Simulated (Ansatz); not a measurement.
This script for a single point from an input written key by key of ClH6MgNSi2, SMILES [SiH3][N]([SiH3])[Mg][Cl] with Ansatz's Python interface holds a mistake.

`clh6mgnsi2.py`:
```python
'''ClH6MgNSi2 through the session interface.'''

import ansatz as az
import numpy as np

DECK = '''
crystal:
  periodic: [false, false, false]
  atoms:
    - { symbol: Si, position_ang: [-1.2538, -0.8887, 0.3999] }
    - { symbol: 'N', position_ang: [0.0514, -0.4381, -0.7065] }
    - { symbol: Si, position_ang: [1.4961, -0.2839, 0.2861] }
    - { symbol: Mg, position_ang: [-0.2684, 1.4722, -1.4668] }
    - { symbol: Cl, position_ang: [-0.7943, 3.6193, -2.3421] }
    - { symbol: H, position_ang: [-1.4582, 0.2237, 1.4036] }
    - { symbol: H, position_ang: [-2.5161, -0.9371, -0.391] }
    - { symbol: H, position_ang: [-1.005, -2.1184, 1.036] }
    - { symbol: H, position_ang: [1.3386, 0.7757, 1.3602] }
    - { symbol: H, position_ang: [2.666, 0.0889, -0.5334] }
    - { symbol: H, position_ang: [1.8091, -1.5706, 0.9747] }
basis:
  gaussian: def2-SVP
hamiltonian:
  xc: b3lyp
output:
  forces: true
'''


def main() -> None:
    session = az.Session.from_yaml(DECK)
    r = session.plan(threads=1).execute().report

    print('reference energy %16.6f eV' % r['reference_energy_ev'])
    print('total energy     %16.6f eV' % r['free_energy_ev'])
    print('occupied orbitals outside the frozen core (up, down):', r['n_occupied'], ' frozen:', r['n_frozen'], ' virtual:', r['n_virtual'])
    symbols = ['Si', 'N', 'Si', 'Mg', 'Cl', 'H', 'H', 'H', 'H', 'H', 'H']

    print('forces (eV/A)')
    for symbol, f in zip(symbols, r['forces_ev_ang']):
        print(f'  {symbol:2s} {f[0]:9.4f} {f[1]:9.4f} {f[2]:9.4f}')
    charges = r['charge_distribution']
    dipole = np.array(charges['dipole_moment_e_ang']) * 4.803205
    print('dipole (D): {:.3f} {:.3f} {:.3f}, length {:.3f}'.format(*dipole, np.linalg.norm(dipole)))
    print('atom  Mulliken   Lowdin')
    for symbol, m, l in zip(symbols, charges['mulliken_charges_e'], charges['lowdin_charges_e']):
        print(f'{symbol:4s} {m:9.3f} {l:8.3f}')


if __name__ == '__main__':
    main()
```

```console
$ python clh6mgnsi2.py
Traceback (most recent call last):
  File "clh6mgnsi2.py", line 51, in <module>
    main()
    ~~~~^^
  File "clh6mgnsi2.py", line 31, in main
    session = az.Session.from_yaml(DECK)
ansatz.RefusalError: YAML parse error: error: line 17 column 13: expected mapping start
  --> <input>:17:13
   |
15 |     - { symbol: H, position_ang: [1.8091, -1.5706, 0.9747] }
16 | basis:
17 |   gaussian: def2-SVP
   |             ^ expected mapping start
18 | hamiltonian:
19 |   xc: b3lyp
   |
$ echo $?
1
```

What is wrong, and how is it mended?

The fault: basis as plain word. The change:

```diff
--- before
+++ after
@@ -21,3 +21,3 @@
 basis:
-  gaussian: def2-SVP
+  gaussian: { orbitals: def2-SVP }
 hamiltonian:
```

The mended script runs so:

```console
$ python clh6mgnsi2.py
reference energy    -35303.088502 eV
total energy        -35303.088502 eV
occupied orbitals outside the frozen core (up, down): [35, 35]  frozen: 0  virtual: [81, 81]
forces (eV/A)
  Si   -0.5949    1.8121   -1.4594
  N    -0.0539    1.6272    0.4746
  Si    0.1117   -0.3318    0.0311
  Mg   -0.3419    0.2851   -0.4331
  Cl    0.4050   -1.5366    0.6021
  H    -0.0578   -0.2735    0.1441
  H    -0.1700   -0.1306    0.0220
  H     0.2766   -1.5366    0.8990
  H     0.1144   -0.0989   -0.1152
  H     0.2711    0.1907   -0.2447
  H     0.0396   -0.0071    0.0794
dipole (D): 0.455 -1.167 0.328, length 1.294
atom  Mulliken   Lowdin
Si       0.523    0.365
N       -0.735   -0.106
Si       0.499    0.348
Mg       0.594   -0.409
Cl      -0.300    0.216
H       -0.101   -0.062
H       -0.108   -0.070
H       -0.085   -0.080
H       -0.096   -0.059
H       -0.104   -0.063
H       -0.089   -0.081
```

Total energies depend on the basis set; only differences at equal settings carry meaning. The geometry is a force-field or estimated start, not a minimum of this method, and the basis set is short of its limit. The Löwdin charges here are taken after orthogonalising the functions within each atom; they differ from plain Löwdin charges, and their signs can be unphysical. b3lyp holds the VWN-RPA fit, as in Gaussian; the form of ORCA and Turbomole is b3lyp5. It ran for 5.9 s on 1 thread of Arm Neoverse V2 (shared host), peak memory 0.31 GiB.
